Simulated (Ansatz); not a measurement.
## Li3Mg and its free atoms: a cohesive energy from free atoms

Computed with Ansatz 0.2.0 through its Python package.

`li3mg.py`
```python
"""Cohesive energy of Li3Mg from free atoms."""

from collections import Counter
import warnings

import ansatz as az

config = {
    "xc": "pbesol",
    "cutoff": 520,
    "k_spacing": 0.27,
    "filling": "fermi_dirac",
    "sigma": 0.02,
}

PHASES = {
    "Li3Mg": (
        [(0.0, 3.42887774, 3.42887774), (3.42887774, 0.0, 3.42887774), (3.42887774, 3.42887774, 0.0)],
        [
            ("Li", (0.25, 0.25, 0.25)),
            ("Li", (0.5, 0.5, 0.5)),
            ("Li", (0.75, 0.75, 0.75)),
            ("Mg", (0.0, 0.0, 0.0)),
        ],
    ),
}


def build(vectors, sites):
    crystal = az.Crystal(lattice=az.Lattice.of(vectors))
    for symbol, position in sites:
        crystal = crystal.atom(symbol, position)
    return crystal


def counts(outcome):
    return Counter(site.symbol for site in outcome.lattice.sites)

UNPAIRED = {"Li": 1, "Mg": 0}  # unpaired electrons of the free atoms


def run_phase(name, crystal):
    calc = (
        crystal.calculation()
        .functional(config["xc"])
        .basis(config["cutoff"])
        .kpoints(spacing=config["k_spacing"])
        .occupations(config["filling"], width=config["sigma"])
    )
    if name.endswith(" atom"):
        calc = calc.kpoints(1, 1, 1).occupations("fermi_dirac", width=0.01)
        if UNPAIRED[name.split()[0]]:
            calc = calc.spin("collinear")
        return calc.run()
    calc = calc.relax(force_tolerance=0.01, cell=True)
    return calc.run()

warnings.simplefilter("ignore")

phases = {name: build(*cell) for name, cell in PHASES.items()}
# a box with unlike edges lets an open shell break the spherical symmetry
for element, moment in UNPAIRED.items():
    phases[f"{element} atom"] = az.Lattice.orthorhombic(10.0, 10.5, 11.0).atom(element, (0.5, 0.5, 0.5), moment=moment or None)

done = {}
for name, crystal in phases.items():
    done[name] = run_phase(name, crystal)
    print(f"{name}: {done[name].report['energy_sigma0_ev']:.4f} eV, {len(done[name].lattice.sites)} atoms")

print({element: round(done[f"{element} atom"].report["magnetization_mub"], 2) for element in UNPAIRED}, "muB on the free atoms")
solid = done["Li3Mg"]
n = counts(solid)
binding = (sum(k * done[f"{e} atom"].report["energy_sigma0_ev"] for e, k in n.items()) - solid.report["energy_sigma0_ev"]) / sum(n.values())
print(f"cohesive energy {binding:.3f} eV/atom = {96.4853 * binding:.0f} kJ/mol of atoms (no zero-point energy)")
```

Running `python li3mg.py` prints:
```text
Li3Mg: -2521.1746 eV, 4 atoms
Li atom: -201.3325 eV, 1 atoms
Mg atom: -1910.3431 eV, 1 atoms
{'Li': 1.0, 'Mg': 0.0} muB on the free atoms
cohesive energy 1.708 eV/atom = 165 kJ/mol of atoms (no zero-point energy)
```

Total energies depend on the potentials; only differences at equal settings carry meaning. The magnetic order follows from the starting moments and needn't be the lowest. For the metals among these phases the mesh is modest: differences between phases can be off by up to 40 meV an atom. The cells come from databases of deposited and of computed structures, and not all need be stable phases. Free atoms in a box carry small image and symmetry errors, and spin-orbit coupling is left out. Run time: 28 s on 1 thread of Arm Neoverse V2, on a shared host, peak memory 0.99 GiB.
